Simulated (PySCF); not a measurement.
# C4H8OSi: the cost of one run

The runs use PySCF 2.14.0, with density-fitted response routines of our own; the level of theory stands in each step. All values are computed, except where a source is named. Atoms count from 0, in the outputs and in this text.

## Step 1: The starting structure

14 atoms, charge 0, multiplicity 1; geometry from: GFN2-xTB. The atoms were then displaced at random by about 0.03 Å, so the start is not that level's minimum.

Bonds of the start (Å): C0–C1 1.30, C1–C2 1.50, C2–C3 1.28, C2–O4 1.31, O4–Si5 1.62, C0–H6 1.15, C0–H7 1.08, C1–H8 1.09, C3–H9 1.18, C3–H10 1.02, Si5–H11 1.47, Si5–H12 1.48, Si5–H13 1.46.

## Step 2: Optimising the geometry at PBE0-D3(BJ)/def2-SVP

What the job is given:

```
{"job": {"xc": "PBE0", "basis": "def2-SVP", "d3": "d3bj", "grid": 1, "shake": 0.03, "kind": "geom"}, "charge": 0, "multiplicity": 1}
C      2.243600     0.964100    -0.181900
C      1.665290    -0.161760     0.110830
C      0.198280    -0.480720     0.031950
C     -0.096030    -1.685320     0.343330
O     -0.547260     0.530530    -0.345440
Si    -2.134940     0.709530    -0.639970
H      1.571170     1.839410    -0.514640
H      3.283380     1.264510    -0.155930
H      2.316400    -0.942700     0.494540
H     -1.250630    -1.939240     0.336410
H      0.452480    -2.481450     0.677960
H     -2.922690     0.330520     0.546470
H     -2.250850     2.148620    -0.961390
H     -2.548970    -0.140790    -1.748310
```

Run with:

```
> OMP_NUM_THREADS=1 python probes_run.py task.json out
```

One launch serves the whole session: the jobs run in the order shown.

**Question.** How long does this first job take on 1 thread of Arm Neoverse V1, shared host, and how much memory does it need?

About 55 s, with a peak of 0.48 GiB.
